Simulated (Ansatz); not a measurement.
Working through a single point from a YAML input of Li3Pb, space group Fm-3m

With Ansatz's Python interface.

`scf.yaml`
```yaml
crystal:
  lattice:
    - [0.0, 3.3435, 3.3435]
    - [3.3435, 0.0, 3.3435]
    - [3.3435, 3.3435, 0.0]
  atoms:
    - { symbol: Li, position: [0.5, 0.5, 0.5] }
    - { symbol: Li, position: [0.25, 0.25, 0.25] }
    - { symbol: Li, position: [0.75, 0.75, 0.75] }
    - { symbol: Pb, position: [0.0, 0.0, 0.0] }
kpoints:
  mp_grid: { grid: [6, 6, 6] }
hamiltonian:
  xc: r2scan
scf:
  occupations: { method: fermi_dirac, width: 0.15 }
output:
  forces: true
  stress: true
  eigenvalues: true
```

Run as a notebook:

**Cell 1**
```python
import warnings

import ansatz
import numpy as np
import yaml
```

**Cell 2**
```python
warnings.simplefilter('ignore', ansatz.DeckWarning)
```

**Cell 3**
```python
with open('scf.yaml') as handle:
    tree = yaml.safe_load(handle)
print('sections:', list(tree))
planned = ansatz.Session.from_dict(tree).plan(threads=1, pin='off')
result = planned.execute()
data = result.report
```
Output:
```text
sections: ['crystal', 'kpoints', 'hamiltonian', 'scf', 'output']
```

**Cell 4**
```python
type(result).__name__, type(data).__name__
```
Output:
```text
('RunOutcome', 'dict')
```

**Cell 5**
```python
energy = data['free_energy_ev']
print('Li3Pb: {:.6f} eV = {:.6f} Ry = {:.6f} Ha'.format(energy, energy / 13.605693, energy / 27.211386))
print('Fermi level {:.4f} eV, {} k-points, {} symmetry operations'.format(data['fermi_energy_ev'], data['n_kpoints'], data['n_symmetry_ops']))

# pressure is a third of the trace
print('pressure by term (GPa)')
for term, tensor in data['stress_terms_gpa'].items():
    if np.any(tensor):
        print(f'  {term:28s} {np.trace(np.array(tensor)) / 3:12.3f}')
print(f'  {"total":28s} {np.trace(np.array(data["stress_gpa"])) / 3:12.3f}')
```
Output:
```text
Li3Pb: -12537.855342 eV = -921.515379 Ry = -460.757690 Ha
Fermi level 5.2815 eV, 16 k-points, 48 symmetry operations
pressure by term (GPa)
  kinetic                           510.180
  hartree                           441.170
  ewald                            -997.799
  local_pseudopotential             262.151
  nonlocal_pseudopotential         -119.178
  augmentation                       24.367
  nlcc                             -267.613
  xc                                146.618
  augmentation_tail                  -0.002
  scf_correction                     -0.001
  pulay_correction                    0.005
  total                              -0.103
```

**Cell 6**
```python
# forces, one row an atom
print('forces (eV/A)')
for site, force in zip(result.lattice.sites, data['forces_ev_ang']):
    print(f'  {site.symbol:2s} {force[0]:9.4f} {force[1]:9.4f} {force[2]:9.4f}')
```
Output:
```text
forces (eV/A)
  Li    0.0000   -0.0000   -0.0000
  Li    0.0000    0.0000   -0.0000
  Li    0.0000    0.0000    0.0000
  Pb   -0.0000    0.0000   -0.0000
```

**Cell 7**
```python
terms = data['components']
{name: round(terms[name], 3) for name in ('e_kinetic', 'e_hartree', 'e_xc', 'e_local', 'e_nonlocal')}
```
Output:
```text
{'e_kinetic': 357.058,
 'e_hartree': 617.52,
 'e_xc': -237.921,
 'e_local': -1625.278,
 'e_nonlocal': 250.237}
```

**Cell 8**
```python
used = data['setup']
print('cutoffs (eV):', used['ecut_ev'], used['ecutrho_ev'], ' FFT grid:', used['fft_dense'])
print('cell volume {:.3f} A^3, {} symmetry operations'.format(used['cell_volume_ang3'], used['n_sym_ops']))
```
Output:
```text
cutoffs (eV): 500.0 2000.0  FFT grid: [36, 36, 36]
cell volume 74.754 A^3, 48 symmetry operations
```

Notes:
- Total energies depend on the potentials; only differences at equal settings carry meaning. A total without «per atom» is that of the cell as typed.
- The energy terms are those on the plane-wave grid, with the one-centre PAW part apart; the terms shown are only some of the summands, so they needn't add up to F.
- For a metal this k-point mesh is coarse: on a finer one energies can move by several to tens of meV an atom and pressures by half a GPa or more, differences at one mesh by less.
- Only differences from the Fermi energy are physical; the zero of the scale is a convention.
- The smearing is wide enough that free energy and stress hold a thermal part of the electrons.
- Pressure is positive in compression.
- Spin-orbit coupling, which matters for elements this heavy, is left out.
- The starting cell is as deposited in a crystallographic database; the results hold for this polymorph, which needn't be the stable one.
- Run time: 4.9 s on 1 thread of Arm Neoverse V1 (shared host), peak memory 0.59 GiB.

(Lines on the test bed's own set-up are left out of the output.)
